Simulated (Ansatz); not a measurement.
# ClH₈NSi₃: one species, many methods

An exercise on one series of results from a longer session: the logs are not shown, and one member is left open.

Method: functionals in def2-TZVPP, the program's frozen cores in correlated methods; program: Ansatz 0.2.0, Gaussian basis.

The runs, in order: LDA (SPW92), PBE-D4, revPBE-D4, BLYP-D4, r2SCAN-D4, B97M-V, PBE0-D4, B3LYP-D4, r2SCANh-D4, r2SCAN0-D4, HSE06-D4, BHLYP-D4, CAM-B3LYP-D4, LC-ωPBE, ωB97X-V, ωB97M-V, B2PLYP, PBE-QIDH; CCSD(T)/def2-SVP; CCSD(T)/def2-TZVPP; MP2/def2-QZVPP; extrapolation to the limit; RPA on PBE.

## Structure used throughout

All runs share one geometry, relaxed beforehand with PBE0-D4 in a triple-zeta def2 set.

13 atoms, charge 0, spin multiplicity 1.

Atoms are counted from 1 here; the program's logs count them from 0.

Bond lengths: Si1–N2 1.727 Å, Si1–H6 1.485 Å, Si1–H7 1.487 Å, Si1–H8 1.489 Å, N2–Si3 1.726 Å, N2–H9 1.010 Å, Si3–Si4 2.346 Å, Si3–H10 1.489 Å, Si3–H11 1.494 Å, Si4–Cl5 2.067 Å, Si4–H12 1.486 Å, Si4–H13 1.484 Å. Angles: N2–Si1–H6 106.5°, N2–Si1–H7 112.0°, N2–Si1–H8 111.7°, H6–Si1–H7 109.9°, H6–Si1–H8 109.0°, H7–Si1–H8 107.7°, Si1–N2–Si3 128.6°, Si1–N2–H9 116.3°, Si3–N2–H9 115.1°, N2–Si3–Si4 110.8°, N2–Si3–H10 108.7°, N2–Si3–H11 113.8°, Si4–Si3–H10 108.6°, Si4–Si3–H11 107.8°, H10–Si3–H11 107.0°, Si3–Si4–Cl5 108.6°, Si3–Si4–H12 110.2°, Si3–Si4–H13 114.0° and more.

Set-up of the first run:

in.yaml reads:

```yaml
crystal:
  periodic: [false, false, false]
  atoms:
    - {symbol: Si, position_ang: [-1.191016, -1.012372, 1.247952]}
    - {symbol: N, position_ang: [0.438874, -1.128624, 0.689468]}
    - {symbol: Si, position_ang: [1.161876, -0.380917, -0.687555]}
    - {symbol: Si, position_ang: [0.147755, 1.685245, -1.142102]}
    - {symbol: Cl, position_ang: [-0.072695, 2.717194, 0.634868]}
    - {symbol: H, position_ang: [-1.900751, -0.118992, 0.297463]}
    - {symbol: H, position_ang: [-1.271112, -0.452877, 2.622850]}
    - {symbol: H, position_ang: [-1.865613, -2.339421, 1.260067]}
    - {symbol: H, position_ang: [1.055784, -1.719987, 1.228654]}
    - {symbol: H, position_ang: [2.604757, -0.148482, -0.402974]}
    - {symbol: H, position_ang: [1.089805, -1.207751, -1.929860]}
    - {symbol: H, position_ang: [1.015856, 2.496929, -2.034966]}
    - {symbol: H, position_ang: [-1.193220, 1.575356, -1.769165]}
basis:
  gaussian: {orbitals: def2-TZVPP}
hamiltonian: {xc: lda}
output: {orbitals: {seedname: orbitals}}
```

Among the steps run: LDA; PBE-D4 (GGA); revPBE-D4 (GGA); BLYP-D4 (GGA); r2SCAN-D4 (meta-GGA); B97M-V (meta-GGA); PBE0-D4 (hybrid); B3LYP-D4 (hybrid); r2SCANh-D4 (hybrid); r2SCAN0-D4 (hybrid); HSE06-D4 (hybrid); BHLYP-D4 (hybrid); CAM-B3LYP-D4 (range-separated); LC-ωPBE (range-separated); ωB97X-V (range-separated); ωB97M-V (range-separated); B2PLYP (double hybrid); PBE-QIDH (double hybrid).

One table of the session follows, with a row left open; its other results are not shown here.

It belongs to the step «Orbital energies across the functionals». 

| functional | HOMO (eV) | gap (eV) |
| --- | --- | --- |
| LDA (SPW92) | -6.33 | 4.48 |
| PBE-D4 | -6.24 | 4.63 |
| revPBE-D4 | -6.20 | 4.70 |
| BLYP-D4 | -6.12 | 4.71 |
| r2SCAN-D4 | -6.53 | 5.23 |
| B97M-V | -6.69 | 5.19 |
| PBE0-D4 | -7.51 | 6.75 |
| B3LYP-D4 | -7.30 | 6.39 |
| r2SCANh-D4 | -7.00 | 5.99 |
| r2SCAN0-D4 | -7.71 | 7.12 |
| HSE06-D4 | -7.11 | 5.98 |
| BHLYP-D4 | -8.69 | 8.87 |
| CAM-B3LYP-D4 | ? | ? |
| LC-ωPBE | -10.17 | 11.59 |
| ωB97X-V | -9.85 | 11.13 |
| ωB97M-V | -9.69 | 10.66 |

**Question.** Estimate the row for CAM-B3LYP-D4.

As computed: HOMO (eV): -8.85; gap (eV): 9.15. In the column «HOMO (eV)» it lies between ωB97M-V (-9.69) and BHLYP-D4 (-8.69).
